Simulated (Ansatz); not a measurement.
**H₆InNO₃: a ladder of functionals and wavefunction methods**

How much do the methods differ for H₆InNO₃? The plan is to run it at one geometry with functionals of several rungs and with coupled cluster, and see how far each lands from CCSD(T) at the basis-set limit for the atomisation energy.

The runs use Ansatz 0.2.0, Gaussian basis; functionals in def2-TZVPP, the program's frozen cores in correlated methods.

Plan: LDA (SPW92), PBE-D4, revPBE-D4, BLYP-D4, r2SCAN-D4, B97M-V, PBE0-D4, B3LYP-D4, r2SCANh-D4, r2SCAN0-D4, HSE06-D4, BHLYP-D4, CAM-B3LYP-D4, LC-ωPBE, ωB97X-V, ωB97M-V, B2PLYP, PBE-QIDH; CCSD(T)/def2-SVP; CCSD(T)/def2-TZVPP; MP2/def2-QZVPP; extrapolation to the limit; RPA on PBE.

1 further run of the same task is left out (for a known fault of the program). Runs told in other sessions of the task aren't counted.

### 1 The relaxed structure

The geometry comes from an earlier relaxation with PBE0-D4 in a triple-zeta def2 set; it is a stationary point, not always the lowest conformer. In takes the def2 core potential; no spin-orbit term is included.

SMILES `[NH3+][In-]([OH])([OH])[OH]`, 11 atoms, charge 0, spin multiplicity 1.

Atoms are counted from 1 here; the program's logs count them from 0.

Bond lengths: N1–In2 2.302 Å, N1–H6 1.014 Å, N1–H7 1.014 Å, N1–H8 1.014 Å, In2–O3 2.001 Å, In2–O4 2.001 Å, In2–O5 2.001 Å, O3–H9 0.959 Å, O4–H10 0.959 Å, O5–H11 0.959 Å. Angles: In2–N1–H6 109.9°, In2–N1–H7 110.0°, In2–N1–H8 110.0°, H6–N1–H7 109.0°, H6–N1–H8 109.0°, H7–N1–H8 109.0°, N1–In2–O3 96.2°, N1–In2–O4 96.1°, N1–In2–O5 96.3°, O3–In2–O4 118.8°, O3–In2–O5 118.8°, O4–In2–O5 118.9°, In2–O3–H9 112.3°, In2–O4–H10 112.3°, In2–O5–H11 112.3°.

### 2 LDA

This LDA is Slater exchange with PW92 correlation.

in.yaml

```yaml
crystal:
  periodic: [false, false, false]
  atoms:
    - {symbol: N, position_ang: [-1.411092, 0.564873, 0.533378]}
    - {symbol: In, position_ang: [0.605700, -0.247452, -0.223625]}
    - {symbol: O, position_ang: [1.189698, -1.039073, 1.519295]}
    - {symbol: O, position_ang: [1.353922, 1.524076, -0.778196]}
    - {symbol: O, position_ang: [-0.157039, -1.455490, -1.625067]}
    - {symbol: H, position_ang: [-1.435750, 1.573480, 0.433369]}
    - {symbol: H, position_ang: [-1.535209, 0.327089, 1.511083]}
    - {symbol: H, position_ang: [-2.170728, 0.161434, -0.003315]}
    - {symbol: H, position_ang: [2.003661, -0.647378, 1.842424]}
    - {symbol: H, position_ang: [1.555409, 1.557283, -1.715564]}
    - {symbol: H, position_ang: [0.066827, -2.375941, -1.473282]}
basis:
  gaussian: {orbitals: def2-TZVPP}
hamiltonian: {xc: lda}
output: {orbitals: {seedname: orbitals}}
```

Launch:

```bash
ansatz run in.yaml --threads 4 --pin off --events-out ev --progress --plain --max-ram 10444MiB
```

The runs that follow: PBE-D4 (GGA); revPBE-D4 (GGA); BLYP-D4 (GGA); r2SCAN-D4 (meta-GGA); B97M-V (meta-GGA); PBE0-D4 (hybrid); B3LYP-D4 (hybrid); r2SCANh-D4 (hybrid); r2SCAN0-D4 (hybrid); HSE06-D4 (hybrid); BHLYP-D4 (hybrid); CAM-B3LYP-D4 (range-separated); LC-ωPBE (range-separated); ωB97X-V (range-separated); ωB97M-V (range-separated); B2PLYP (double hybrid); PBE-QIDH (double hybrid); CCSD(T) in def2-SVP; CCSD(T) in def2-TZVPP; MP2 in def2-QZVPP; RPA on PBE orbitals.

**Question.** What will the summary of the whole plan be? Wanted: atomisation energy, CCSD(T)/CBS; farthest beyond LDA; mean size of error, GGA; mean size of error, meta-GGA; mean size of error, hybrid; mean size of error, range-separated; mean size of error, double hybrid; gap, smallest and largest; T1 diagnostic.

**Answer**, as computed:

| quantity | value |
| --- | --- |
| atomisation energy, CCSD(T)/CBS | 38.277 eV |
| functionals within 0.383 eV (1.0 %) | PBE-D4 |
| farthest beyond LDA | BHLYP-D4 (-2.635 eV) |
| mean size of error, GGA | 0.601 eV |
| mean size of error, meta-GGA | 0.761 eV |
| mean size of error, hybrid | 1.489 eV |
| mean size of error, range-separated | 0.534 eV |
| mean size of error, double hybrid | 1.235 eV |
| gap, smallest and largest | 4.27 eV (BLYP-D4), 12.03 eV (LC-ωPBE) |
| T1 diagnostic | 0.0147 |
| triples share of the correlation energy | 3.4 % |

LDA overbinds by 5.719 eV (15 %). PBE-D4 misses by +0.068 eV. Double hybrids carry the basis error of their MP2 part in triple zeta, and no dispersion term here, so their miss is partly the set-up's. By mean error the best rung here is range-separated (0.534 eV) and the worst beyond LDA is hybrid (1.489 eV). double hybrid functionals lie within the reference's doubt of that worst mean (1.235 eV), so those two tie. The gap between the best rungs is small, so their order is not settled. The mean of the hybrids holds BHLYP, with half exact exchange. Misses under about 0.383 eV are within the doubt on the reference itself, which lacks core-valence correlation, spin-orbit coupling and higher excitations, and its outer-core shells are covered unevenly. All levels share the lack of spin-orbit coupling, which lowers the free heavy atoms and so the true binding. Hartree-Fock recovers 63 % of the binding; the rest is correlation. CCSD(T) in def2-SVP is off by -3.648 eV, so the small basis spoils what the method gains. Orbital gaps span 4.3 to 12.0 eV; exact exchange widens them. Correlated methods include outer-core shells of In, which these sets cover unevenly.
